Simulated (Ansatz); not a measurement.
# CH₈AsB (built from SMILES BC.[AsH3]): search for a transition state, part 1 of 2

Is there a first-order saddle for this four-centre ligand exchange, which should form B1–As6, C2–H5 and break B1–C2, H5–As6, and which two structures does it connect?

Computed with Ansatz 0.2.0, Gaussian basis. Level: PBE0-D4, def2-SVP first, then def2-TZVP.

152 further runs of the same task are left out: 152 set aside as unsound or not needed.

## 1. The starting structure

The guess: 11 atoms, charge 0, spin multiplicity 1.

Atoms are counted from 1 here; the program's logs count them from 0.

Bond lengths: B1–H3 1.183 Å, B1–H4 1.183 Å, B1–H5 1.218 Å, B1–As6 2.192 Å, C2–H7 1.084 Å, C2–H8 1.089 Å, C2–H9 1.088 Å, As6–H10 1.518 Å, As6–H11 1.518 Å. Angles: H3–B1–H4 116.7°, H3–B1–H5 121.6°, H3–B1–As6 105.5°, H4–B1–H5 121.2°, H4–B1–As6 105.3°, H5–B1–As6 65.8°, H7–C2–H8 107.4°, H7–C2–H9 107.8°, H8–C2–H9 109.5°, B1–As6–H10 99.8°, B1–As6–H11 99.0°, H10–As6–H11 88.4°.

As a file:

```mol
CH8AsB
  3D, bonds by distance, orders not assigned

 11  9  0  0  0  0  0  0  0  0999 V2000
    0.2812   -0.2148   -0.8239 B   0  0
    0.8362   -0.5555    0.8767 C   0  0
    1.1675    0.3742   -1.3400 H   0  0
   -0.0086   -1.2602   -1.2951 H   0  0
   -0.2170    0.1676    0.2197 H   0  0
   -1.4916    1.0473   -1.0850 As  0  0
    1.6589   -1.2175    0.6313 H   0  0
    0.1582   -1.1065    1.5264 H   0  0
    1.2443    0.2967    1.4156 H   0  0
   -1.2129    2.1040   -0.0319 H   0  0
   -2.4162    0.3647   -0.0938 H   0  0
  1  3  8  0
  1  4  8  0
  1  5  8  0
  1  6  8  0
  2  7  8  0
  2  8  8  0
  2  9  8  0
  6 10  8  0
  6 11  8  0
M  END
```

Distances that are to change: B1–As6 2.19 Å, C2–H5 1.44 Å, B1–C2 1.82 Å, H5–As6 2.03 Å.

## 2. Constrained relaxation of the guess

The input, hold/in.yaml:

```yaml
crystal:
  periodic: [false, false, false]
  atoms:
    - {symbol: B, position_ang: [0.281200, -0.214800, -0.823900]}
    - {symbol: C, position_ang: [0.836200, -0.555500, 0.876700]}
    - {symbol: H, position_ang: [1.167500, 0.374200, -1.340000]}
    - {symbol: H, position_ang: [-0.008600, -1.260200, -1.295100]}
    - {symbol: H, position_ang: [-0.217000, 0.167600, 0.219700]}
    - {symbol: As, position_ang: [-1.491600, 1.047300, -1.085000]}
    - {symbol: H, position_ang: [1.658900, -1.217500, 0.631300]}
    - {symbol: H, position_ang: [0.158200, -1.106500, 1.526400]}
    - {symbol: H, position_ang: [1.244300, 0.296700, 1.415600]}
    - {symbol: H, position_ang: [-1.212900, 2.104000, -0.031900]}
    - {symbol: H, position_ang: [-2.416200, 0.364700, -0.093800]}
basis:
  gaussian: {orbitals: def2-SVP}
hamiltonian: {xc: pbe0, dispersion: d4}
relax: {f_tol: 0.04, max_steps: 150, escape_saddle: false, constraints: [{distance: [0, 5]}, {distance: [1, 4]}, {distance: [0, 1]}, {distance: [4, 5]}]}
```

Run with:

```console
$ ansatz run in.yaml --threads 4 --pin off --events-out ev --progress --plain --max-ram 9574MiB
```

The log of the run (excerpt; [...] marks lines left out):

```text
Functional definition: PBE0
  name "PBE0"
  cite "Adamo & Barone, J. Chem. Phys. 110, 6158 (1999) doi:10.1063/1.478522"
  cite "Perdew, Burke & Ernzerhof, Phys. Rev. Lett. 77, 3865 (1996) doi:10.1103/PhysRevLett.77.3865"
  parent pbe
[...]
1101 factors; integrals over basis functions are off by at most 2.5e-4 eV
[...]
mean field -62664.65554434 eV, -2302.8836156254 hartree, gradient 8.9e-6 eV, S^2 0.000000; 0 other end points of the search recorded, 0 dependent functions left out
[...]
reference -62664.65556981 eV, -2302.8836165614 hartree; 26, 26 occupied and 74, 74 virtual orbitals, 1101 factors
relax step   1: F+E_penalty+E_count = -62664.81402600 eV  Δ(F+E_penalty+E_count) = +0.000e0 eV  max|allowed force component| = 1.139e0 eV/Å  Δτ_max = 0.0000 Å  (25 SCF iters, accepted)
[...]
relax step   3: F+E_penalty+E_count = -62664.91506979 eV  Δ(F+E_penalty+E_count) = -1.540e-2 eV  max|allowed force component| = 6.099e-2 eV/Å  Δτ_max = 0.0393 Å  (29 SCF iters, accepted)
[...]
relax step   4: F+E_penalty+E_count = -62664.91619628 eV  Δ(F+E_penalty+E_count) = -1.126e-3 eV  max|allowed force component| = 9.944e-3 eV/Å  Δτ_max = 0.0336 Å  (28 SCF iters, accepted)
  distance B 0 - As 5 held at 2.191778 Å   reaction = +3.5203e-1 eV/Å
  distance C 1 - H 4 held at 1.436577 Å   reaction = +3.7610e-1 eV/Å
  distance B 0 - C 1 held at 1.821028 Å   reaction = +2.0711e-1 eV/Å
  distance H 4 - As 5 held at 2.025023 Å   reaction = +4.7649e-2 eV/Å
1101 factors; integrals over basis functions are off by at most 2.5e-4 eV
mean field -62664.75750282 eV, -2302.8873625303 hartree, gradient 1.3e-5 eV, S^2 0.000000; 1 other end points of the search recorded, 0 dependent functions left out
[...]
reference -62664.75752833 eV, -2302.8873634679 hartree; 26, 26 occupied and 74, 74 virtual orbitals, 1101 factors
Total energy: -62664.91622179 eV, -2302.8931953451 hartree
Atom 0 at     0.296422    -0.228950    -0.825043 Å, force    -0.226353     0.165272     0.158023 eV/Å
Atom 1 at     0.835870    -0.559701     0.882511 Å, force    -0.344944     0.233483    -0.348434 eV/Å
Atom 2 at     1.182770     0.425816    -1.315702 Å, force     0.002143     0.001826     0.001343 eV/Å
Atom 3 at    -0.042045    -1.298363    -1.268883 Å, force    -0.001084    -0.003187    -0.000249 eV/Å
Atom 4 at    -0.237321     0.176652     0.274401 Å, force     0.250997    -0.174350     0.123272 eV/Å
Atom 5 at    -1.484001     1.024092    -1.077764 Å, force     0.313270    -0.221254     0.070492 eV/Å
Atom 6 at     1.671726    -1.192539     0.561449 Å, force     0.009944    -0.005107    -0.002463 eV/Å
Atom 7 at     0.158804    -1.152449     1.512043 Å, force    -0.001127    -0.000664    -0.003765 eV/Å
Atom 8 at     1.226875     0.301821     1.439420 Å, force    -0.002078     0.000158     0.000366 eV/Å
Atom 9 at    -1.174384     2.153636    -0.094373 Å, force     0.000262     0.002363    -0.002009 eV/Å
Atom 10 at    -2.434717     0.349986    -0.088059 Å, force    -0.001030     0.001461     0.003424 eV/Å
Dipole moment:     0.088607    -0.051910     0.457567 e Å
```

Run time: 7 s. Hardware: 4 threads of Arm Neoverse V2, shared host.

The steps of the relaxation:

| step | energy from step 1 (eV) | largest force component (eV/Å) |
| --- | --- | --- |
| 1 | 0.0000 | 1.1390 |
| 2 | -0.0856 | 0.4068 |
| 3 | -0.1010 | 0.0610 |
| 4 | -0.1022 | 0.0099 |

Distances of close pairs at the start and the end, largest changes first:

```
   bond  before (Å)  after (Å)  change (Å)
  B1–H5       1.218      1.288      +0.070
  B1–H4       1.183      1.206      +0.024
  B1–H3       1.183      1.206      +0.024
  C2–H7       1.084      1.096      +0.012
As6–H10       1.518      1.529      +0.012
As6–H11       1.518      1.529      +0.011
  C2–H9       1.088      1.098      +0.010
  C2–H8       1.089      1.098      +0.009
```

## 3. A starting Hessian

The input, hessian/in.yaml:

```yaml
crystal:
  periodic: [false, false, false]
  atoms:
    - {symbol: B, position_ang: [0.296422, -0.228950, -0.825043]}
    - {symbol: C, position_ang: [0.835870, -0.559701, 0.882511]}
    - {symbol: H, position_ang: [1.182770, 0.425816, -1.315702]}
    - {symbol: H, position_ang: [-0.042045, -1.298363, -1.268883]}
    - {symbol: H, position_ang: [-0.237321, 0.176652, 0.274401]}
    - {symbol: As, position_ang: [-1.484001, 1.024092, -1.077764]}
    - {symbol: H, position_ang: [1.671726, -1.192539, 0.561449]}
    - {symbol: H, position_ang: [0.158804, -1.152449, 1.512043]}
    - {symbol: H, position_ang: [1.226875, 0.301821, 1.439420]}
    - {symbol: H, position_ang: [-1.174384, 2.153636, -0.094373]}
    - {symbol: H, position_ang: [-2.434717, 0.349986, -0.088059]}
basis:
  gaussian: {orbitals: def2-SVP}
hamiltonian: {xc: pbe0, dispersion: d4}
phonons: {}
scf: {lower_state_search: off}
```

Run with:

```console
$ ansatz run in.yaml --threads 4 --pin off --events-out ev --progress --plain --max-ram 9574MiB
```

The log of the run (excerpt; [...] marks lines left out):

```text
[... 5 set-up lines as earlier in the session ...]
[...]
1100 factors; integrals over basis functions are off by at most 2.5e-4 eV
[...]
mean field -62664.75750221 eV, -2302.8873625080 hartree, gradient 8.6e-6 eV, S^2 0.000000; 0 other end points of the search recorded, 0 dependent functions left out
[...]
reference -62664.75752772 eV, -2302.8873634455 hartree; 26, 26 occupied and 74, 74 virtual orbitals, 1100 factors
[... from here to the last solve, the lines of the solves are left out (65 solves) ...]
1100 factors; integrals over basis functions are off by at most 2.5e-4 eV
mean field -62664.75746989 eV, -2302.8873613204 hartree, gradient 1.9e-6 eV, S^2 0.000000; 0 other end points of the search recorded, 0 dependent functions left out
[...]
WARN: phonons: modes at or below zero, which the zero-point energy, F, S and C_V leave out: 1, the lowest at -858.80 cm⁻¹. A minimum has none, and a first-order saddle one
[...]
Atom 4 at    -0.237321     0.176652     0.274401 Å, force     0.250997    -0.174353     0.123278 eV/Å
Atom 5 at    -1.484001     1.024092    -1.077764 Å, force     0.313277    -0.221246     0.070486 eV/Å
Atom 6 at     1.671726    -1.192539     0.561449 Å, force     0.009920    -0.005090    -0.002456 eV/Å
Atom 7 at     0.158804    -1.152449     1.512043 Å, force    -0.001126    -0.000661    -0.003774 eV/Å
Atom 8 at     1.226875     0.301821     1.439420 Å, force    -0.002076     0.000168     0.000369 eV/Å
Atom 9 at    -1.174384     2.153636    -0.094373 Å, force     0.000260     0.002360    -0.002016 eV/Å
Atom 10 at    -2.434717     0.349986    -0.088059 Å, force    -0.001041     0.001458     0.003435 eV/Å
Dipole moment:     0.088606    -0.051910     0.457567 e Å
Vibrations: -858.80 145.79 194.92 255.22 368.46 383.67 668.43 673.14 723.83 872.51 936.99 954.09 1000.68 1050.96 1076.52 1123.79 1256.84 1442.08 1444.75 2192.95 2207.86 2261.08 2581.38 2681.27 3081.93 3202.27 3210.79 cm⁻¹, zero-point energy 2.231232 eV
Checks for a lower state left out: stability, starts, cluster_reference, orbital_swaps, neighbouring_geometries, increment
```

It took 56 s on 4 threads of Arm Neoverse V2, shared host.

The structure is not stationary yet, so these wavenumbers are no spectrum; the search needs only the force constants.

## 4. Saddle search in the small basis

The search itself is an outer loop (partitioned rational-function steps, Bofill update of the Hessian). Each step is one single-point run with forces. It stops when the largest force is under 0.04 eV/Å and the followed curvature is negative. The first step's input:

The input, presaddle/in.yaml:

```yaml
crystal:
  periodic: [false, false, false]
  atoms:
    - {symbol: B, position_ang: [0.296422, -0.228950, -0.825043]}
    - {symbol: C, position_ang: [0.835870, -0.559701, 0.882511]}
    - {symbol: H, position_ang: [1.182770, 0.425816, -1.315702]}
    - {symbol: H, position_ang: [-0.042045, -1.298363, -1.268883]}
    - {symbol: H, position_ang: [-0.237321, 0.176652, 0.274401]}
    - {symbol: As, position_ang: [-1.484001, 1.024092, -1.077764]}
    - {symbol: H, position_ang: [1.671726, -1.192539, 0.561449]}
    - {symbol: H, position_ang: [0.158804, -1.152449, 1.512043]}
    - {symbol: H, position_ang: [1.226875, 0.301821, 1.439420]}
    - {symbol: H, position_ang: [-1.174384, 2.153636, -0.094373]}
    - {symbol: H, position_ang: [-2.434717, 0.349986, -0.088059]}
basis:
  gaussian: {orbitals: def2-SVP}
hamiltonian: {xc: pbe0, dispersion: d4}
output: {forces: true}
scf: {lower_state_search: off}
```

Run with:

```console
$ ansatz run in.yaml --threads 4 --pin off --events-out ev --progress --plain --max-ram 9574MiB
```

Step by step:

| step | energy (eV) | largest force (eV/Å) | followed curvature (eV/Å²) |
| --- | --- | --- | --- |
| 1 | -62664.91621 | 0.3484 | -5.55 |
| 2 | -62664.92880 | 0.0652 | -5.44 |
| 3 | -62664.92899 | 0.0092 | -5.45 |

The 3 steps took 3 s in all (4 threads of Arm Neoverse V2, shared host).

## 5. Saddle search in triple zeta

A small driver takes partitioned rational-function steps: uphill along one mode, downhill along the rest. It calls the program once a step for energy and forces and updates the Hessian by Bofill's formula. It stops when the largest force is under 0.01 eV/Å and the followed curvature is negative. The first step's input:

The input, saddle/in.yaml:

```yaml
crystal:
  periodic: [false, false, false]
  atoms:
    - {symbol: B, position_ang: [0.304952, -0.237720, -0.801529]}
    - {symbol: C, position_ang: [0.826486, -0.558399, 0.853371]}
    - {symbol: H, position_ang: [1.167837, 0.432604, -1.315251]}
    - {symbol: H, position_ang: [-0.048219, -1.294584, -1.266198]}
    - {symbol: H, position_ang: [-0.257956, 0.188890, 0.263729]}
    - {symbol: As, position_ang: [-1.453786, 0.993485, -1.056286]}
    - {symbol: H, position_ang: [1.694120, -1.176344, 0.583967]}
    - {symbol: H, position_ang: [0.147469, -1.164155, 1.469601]}
    - {symbol: H, position_ang: [1.183146, 0.307227, 1.429297]}
    - {symbol: H, position_ang: [-1.148161, 2.154022, -0.107719]}
    - {symbol: H, position_ang: [-2.415888, 0.354973, -0.052981]}
basis:
  gaussian: {orbitals: def2-TZVP}
hamiltonian: {xc: pbe0, dispersion: d4}
output: {forces: true}
scf: {lower_state_search: off}
```

Run with:

```console
$ ansatz run in.yaml --threads 4 --pin off --events-out ev --progress --plain --max-ram 9574MiB
```

The driver's record:

| step | energy (eV) | largest force (eV/Å) | followed curvature (eV/Å²) |
| --- | --- | --- | --- |
| 1 | -62674.39317 | 0.2537 | -5.45 |
| 2 | -62674.40131 | 0.0124 | -5.44 |
| 3 | -62674.40137 | 0.0030 | -5.43 |

The 3 steps took 4.8 s in all (4 threads of Arm Neoverse V2, shared host).

The point found:

```mol
CH8AsB
  3D, bonds by distance, orders not assigned

 11 10  0  0  0  0  0  0  0  0999 V2000
    0.3031   -0.2346   -0.7992 B   0  0
    0.8295   -0.5600    0.8552 C   0  0
    1.1599    0.4275   -1.3035 H   0  0
   -0.0417   -1.2818   -1.2587 H   0  0
   -0.2566    0.1859    0.2615 H   0  0
   -1.4541    0.9935   -1.0586 As  0  0
    1.6831   -1.1792    0.5807 H   0  0
    0.1539   -1.1556    1.4703 H   0  0
    1.1913    0.2990    1.4213 H   0  0
   -1.1527    2.1507   -0.1096 H   0  0
   -2.4155    0.3546   -0.0594 H   0  0
  1  2  8  0
  1  3  8  0
  1  4  8  0
  1  5  8  0
  1  6  8  0
  2  7  8  0
  2  8  8  0
  2  9  8  0
  6 10  8  0
  6 11  8  0
M  END
```

Followed mode, largest move set to 1: H5 (0.72, -0.50, 0.48); B1 (-0.35, 0.24, -0.45); H7 (-0.29, 0.20, -0.24); C2 (-0.21, 0.15, 0.16).

## 6. Vibrations at the point found

The input, vib/in.yaml:

```yaml
crystal:
  periodic: [false, false, false]
  atoms:
    - {symbol: B, position_ang: [0.303084, -0.234609, -0.799217]}
    - {symbol: C, position_ang: [0.829541, -0.560017, 0.855204]}
    - {symbol: H, position_ang: [1.159871, 0.427516, -1.303482]}
    - {symbol: H, position_ang: [-0.041750, -1.281835, -1.258741]}
    - {symbol: H, position_ang: [-0.256648, 0.185924, 0.261451]}
    - {symbol: As, position_ang: [-1.454092, 0.993476, -1.058555]}
    - {symbol: H, position_ang: [1.683054, -1.179206, 0.580674]}
    - {symbol: H, position_ang: [0.153879, -1.155565, 1.470323]}
    - {symbol: H, position_ang: [1.191306, 0.299019, 1.421302]}
    - {symbol: H, position_ang: [-1.152707, 2.150657, -0.109592]}
    - {symbol: H, position_ang: [-2.415538, 0.354642, -0.059366]}
basis:
  gaussian: {orbitals: def2-TZVP}
hamiltonian: {xc: pbe0, dispersion: d4}
phonons: {temperatures: {t_min: 298.15, t_max: 900, t_step: 200}}
```

Run with:

```console
$ ansatz run in.yaml --threads 4 --pin off --events-out ev --progress --plain --max-ram 9574MiB
```

The log of the run (excerpt; [...] marks lines left out):

```text
[... 5 set-up lines as earlier in the session ...]
[...]
1124 factors; their error is unknown
[...]
mean field -62674.24078095 eV, -2303.2358665737 hartree, gradient 2.4e-5 eV, S^2 0.000000; 0 other end points of the search recorded, 0 dependent functions left out
[...]
reference -62674.24081198 eV, -2303.2358677139 hartree; 26, 26 occupied and 132, 132 virtual orbitals, 1124 factors
[... from here to the last solve, the lines of the solves are left out (65 solves) ...]
1124 factors; their error is unknown
mean field -62674.24075625 eV, -2303.2358656660 hartree, gradient 1.3e-6 eV, S^2 0.000000; 0 other end points of the search recorded, 0 dependent functions left out
[...]
WARN: phonons: modes at or below zero, which the zero-point energy, F, S and C_V leave out: 1, the lowest at -848.07 cm⁻¹. A minimum has none, and a first-order saddle one
[...]
Atom 3 at    -0.041750    -1.281835    -1.258741 Å, force    -0.000990     0.000212    -0.000702 eV/Å
Atom 4 at    -0.256648     0.185924     0.261451 Å, force     0.000313     0.000334     0.000500 eV/Å
Atom 5 at    -1.454092     0.993476    -1.058555 Å, force     0.000485    -0.000980    -0.001074 eV/Å
Atom 6 at     1.683054    -1.179206     0.580674 Å, force    -0.002148     0.002956     0.002427 eV/Å
Atom 7 at     0.153879    -1.155565     1.470323 Å, force     0.001056     0.000198    -0.000727 eV/Å
Atom 8 at     1.191306     0.299019     1.421302 Å, force    -0.001951    -0.001728    -0.000862 eV/Å
Atom 9 at    -1.152707     2.150657    -0.109592 Å, force     0.000488     0.002002     0.001983 eV/Å
Atom 10 at    -2.415538     0.354642    -0.059366 Å, force    -0.000503    -0.000327     0.000288 eV/Å
Dipole moment:     0.055766    -0.028689     0.400305 e Å
Vibrations: -848.07 158.37 202.53 261.71 336.88 400.91 683.41 691.75 744.86 885.95 948.54 966.84 995.02 1067.81 1099.70 1143.26 1292.67 1467.65 1472.93 2186.13 2198.62 2264.98 2582.43 2666.96 3064.35 3158.93 3160.08 cm⁻¹, zero-point energy 2.238118 eV
```

Wall time 95 s (4 threads of Arm Neoverse V2, shared host).

The modes, with what each moves most:

| mode | wavenumber (cm⁻¹) | character |
| --- | --- | --- |
| 1 | 848i | changes C2–H5, H5–As6 |
| 2 | 158 | torsion |
| 3 | 203 | torsion |
| 4 | 262 | bend |
| 5 | 337 | torsion with bend |
| 6 | 401 | B–As stretch |
| 7 | 683 | bend |
| 8 | 692 | bend |
| 9 | 745 | B–C stretch with bend |
| 10 | 886 | bend |
| 11 | 949 | torsion with bend |
| 12 | 967 | bend with torsion |
| 13 | 995 | torsion with bend |
| 14 | 1068 | bend with torsion |
| 15 | 1100 | bend with torsion |
| 16 | 1143 | bend |
| 17 | 1293 | bend |
| 18 | 1468 | bend |
| 19 | 1473 | bend |
| 20 | 2186 | As–H stretch |
| 21 | 2199 | As–H stretch |
| 22 | 2265 | B–H stretch |
| 23 | 2582 | B–H stretch |
| 24 | 2667 | B–H stretch |
| 25 | 3064 | C–H stretch |
| 26 | 3159 | C–H stretch |
| 27 | 3160 | C–H stretch |

Vibrational sums (real modes only):

| T (K) | entropy (J/mol/K) | heat capacity (J/mol/K) |
| --- | --- | --- |
| 298 | 42.4 | 58.2 |
| 498 | 81.8 | 96.7 |
| 698 | 119.1 | 124.5 |
| 898 | 153.1 | 145.1 |

## 7. Relaxing after a step of 0.30 Å one way along the mode

The input, downa/in.yaml:

```yaml
crystal:
  periodic: [false, false, false]
  atoms:
    - {symbol: B, position_ang: [0.196590, -0.162991, -0.932880]}
    - {symbol: C, position_ang: [0.765942, -0.514013, 0.902392]}
    - {symbol: H, position_ang: [1.181796, 0.416050, -1.306046]}
    - {symbol: H, position_ang: [-0.022458, -1.298462, -1.263110]}
    - {symbol: H, position_ang: [-0.040711, 0.036059, 0.406060]}
    - {symbol: As, position_ang: [-1.487438, 1.014654, -1.107368]}
    - {symbol: H, position_ang: [1.594635, -1.118221, 0.507445]}
    - {symbol: H, position_ang: [0.139565, -1.159189, 1.514553]}
    - {symbol: H, position_ang: [1.188277, 0.315547, 1.463346]}
    - {symbol: H, position_ang: [-1.128194, 2.130102, -0.119124]}
    - {symbol: H, position_ang: [-2.388004, 0.340464, -0.065268]}
basis:
  gaussian: {orbitals: def2-TZVP}
hamiltonian: {xc: pbe0, dispersion: d4}
relax: {f_tol: 0.005, max_steps: 200}
```

Run with:

```console
$ ansatz run in.yaml --threads 4 --pin off --events-out ev --progress --plain --max-ram 9574MiB
```

The log of the run (excerpt; [...] marks lines left out):

```text
[... 5 set-up lines as earlier in the session ...]
[...]
1124 factors; their error is unknown
[...]
mean field -62674.39143206 eV, -2303.2414028998 hartree, gradient 2.7e-5 eV, S^2 0.000000; 0 other end points of the search recorded, 0 dependent functions left out
[...]
reference -62674.39146290 eV, -2303.2414040332 hartree; 26, 26 occupied and 132, 132 virtual orbitals, 1124 factors
relax step   1: F+E_penalty+E_count = -62674.55079004 eV  Δ(F+E_penalty+E_count) = +0.000e0 eV  max|allowed force component| = 1.777e0 eV/Å  Δτ_max = 0.0000 Å  (26 SCF iters, accepted)
[...]
Atom 1 at     0.972784    -0.653215     1.480582 Å, force     0.002062    -0.002210     0.001876 eV/Å
Atom 2 at     0.967333     0.553235    -1.707352 Å, force    -0.000261    -0.001094     0.000560 eV/Å
Atom 3 at    -0.225458    -1.139956    -1.688226 Å, force     0.000017    -0.001866    -0.000460 eV/Å
Atom 4 at     0.080437    -0.085923     1.212513 Å, force     0.001206    -0.000185    -0.001037 eV/Å
Atom 5 at    -1.718773     1.181971    -1.461131 Å, force    -0.000130     0.001068    -0.000732 eV/Å
Atom 6 at     1.445060    -1.051184     0.582169 Å, force    -0.002179     0.001241     0.000644 eV/Å
Atom 7 at     0.690441    -1.477838     2.134494 Å, force    -0.000109     0.000991    -0.001010 eV/Å
Atom 8 at     1.673811     0.002058     1.996621 Å, force    -0.001095     0.000690    -0.000518 eV/Å
Atom 9 at    -1.236686     2.244287    -0.498974 Å, force    -0.000030     0.000454     0.000727 eV/Å
Atom 10 at    -2.547756     0.385976    -0.478346 Å, force    -0.000140    -0.000918     0.000670 eV/Å
Dipole moment:     0.018838    -0.011203     0.126813 e Å
```

Wall time 37 s (4 threads of Arm Neoverse V2, shared host).

Relaxation path:

```csv
step,energy from step 1 (eV),largest force component (eV/Å)
1,0.0000,1.7773
2,-0.1351,1.0370
3,-0.1655,1.0165
4,-0.3078,0.7582
5,-0.3462,0.6064
6,-0.4245,0.6639
7,-0.4587,0.6800
8,-0.4725,0.4840
9,-0.4942,0.3636
10,-0.5039,0.0731
11,-0.5047,0.0755
12,-0.5062,0.3335
13,-0.5101,0.1017
14,-0.5108,0.0459
15,-0.5110,0.0185
16,-0.5111,0.0155
17,-0.5112,0.0265
18,-0.5112,0.0081
19,-0.5112,0.0022
```

Distances of close pairs at the start and the end, largest changes first:

```
   bond  before (Å)  after (Å)  change (Å)
  B1–H5       1.374      2.794      +1.419
 B1–As6       2.062      1.983      -0.079
As6–H11       1.533      1.512      -0.021
As6–H10       1.533      1.512      -0.021
  B1–H4       1.203      1.193      -0.010
  B1–H3       1.202      1.193      -0.009
  C2–H7       1.099      1.090      -0.009
  C2–H5       1.095      1.091      -0.004
```

(Continued in part 2 of 2.)
